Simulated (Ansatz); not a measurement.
C₃H₇NSi, SMILES C[SiH](C)C#N, a single point in a Gaussian basis

Program: the Ansatz DFT code, driven from Python.

Contents of `c3h7nsi.xyz`:
```text
12

C    -1.51400   -0.47620   -0.31140
Si   -0.03110    0.26360    0.47000
C     1.43090   -0.73640   -0.03450
C     0.27640    2.08850    0.00500
N     0.34680    3.18420   -0.30540
H    -2.45110    0.14240   -0.01370
H    -1.67850   -1.47620   -0.03560
H    -1.45750   -0.36550   -1.42100
H    -0.18360    0.15790    1.98770
H     1.62570   -0.69740   -1.07890
H     1.32710   -1.78640    0.28570
H     2.38600   -0.35360    0.48610
```

The cells in order, each with its output:

```python
import json

import ansatz as az
```

```python
molecule = az.Crystal.molecule_from_extxyz("c3h7nsi.xyz")
```

```python
base = (
    molecule.calculation()
    .basis(gaussian="def2-SVPD")
    .functional("pbe0", dispersion="d4")  # level of theory
)
print(base.to_yaml())
out = base.run(threads=1, pin="off")
summary = out.report
```

    crystal:
      periodic: [false, false, false]
      atoms:
        - { symbol: C, position_ang: [-1.514, -0.4762, -0.3114] }
        - { symbol: Si, position_ang: [-0.0311, 0.2636, 0.47] }
        - { symbol: C, position_ang: [1.4309, -0.7364, -0.0345] }
        - { symbol: C, position_ang: [0.2764, 2.0885, 0.005] }
        - { symbol: "N", position_ang: [0.3468, 3.1842, -0.3054] }
        - { symbol: H, position_ang: [-2.4511, 0.1424, -0.0137] }
        - { symbol: H, position_ang: [-1.6785, -1.4762, -0.0356] }
        - { symbol: H, position_ang: [-1.4575, -0.3655, -1.421] }
        - { symbol: H, position_ang: [-0.1836, 0.1579, 1.9877] }
        - { symbol: H, position_ang: [1.6257, -0.6974, -1.0789] }
        - { symbol: H, position_ang: [1.3271, -1.7864, 0.2857] }
        - { symbol: H, position_ang: [2.386, -0.3536, 0.4861] }
    basis:
      gaussian:
        orbitals: def2-SVPD
    hamiltonian:
      xc: pbe0
      dispersion: d4

```python
summary["positions_ang"]
```

    [[-1.514, -0.4762, -0.3114], [-0.0311, 0.2636, 0.47], [1.4309, -0.7364, -0.0345],
     [0.2764, 2.0885, 0.005], [0.3468, 3.1842, -0.3054], [-2.4511, 0.1424, -0.0137],
     [-1.6785, -1.4762, -0.0356], [-1.4575, -0.3655, -1.421], [-0.1836, 0.1579, 1.9877],
     [1.6257, -0.6974, -1.0789], [1.3271, -1.7864, 0.2857], [2.386, -0.3536, 0.4861]]

```python
summary["published_state_doubts"]
```

    []

```python
type(out).__name__, type(summary).__name__
```

    ('RunOutcome', 'dict')

```python
print("reference energy %16.6f eV" % summary["reference_energy_ev"])
print("total energy     %16.6f eV" % summary["free_energy_ev"])
print("occupied (up, down):", summary["n_occupied"], " virtual:", summary["n_virtual"], " frozen:", summary["n_frozen"])
with open("c3h7nsi.json", "w") as handle:
    json.dump({k: summary[k] for k in ("free_energy_ev", "reference_energy_ev", "n_occupied", "n_virtual")}, handle, indent=1)
```

    reference energy    -12578.004036 eV
    total energy        -12578.206034 eV
    occupied (up, down): [23, 23]  virtual: [137, 137]  frozen: 0

It writes `c3h7nsi.json`:
```json
{
 "free_energy_ev": -12578.20603434108,
 "reference_energy_ev": -12578.00403593311,
 "n_occupied": [
  23,
  23
 ],
 "n_virtual": [
  137,
  137
 ]
}
```

Notes:
- Total energies depend on the basis set; only differences at equal settings carry meaning.
- The geometry is a force-field or estimated start, not a minimum of this method, and the basis set is short of its limit.
- Total less reference energy is the dispersion correction.
- Timing: 5.8 s on 1 thread of Arm Neoverse V1 (shared host), peak memory 0.33 GiB.

(Lines on the test bed's own set-up are left out of the output.)
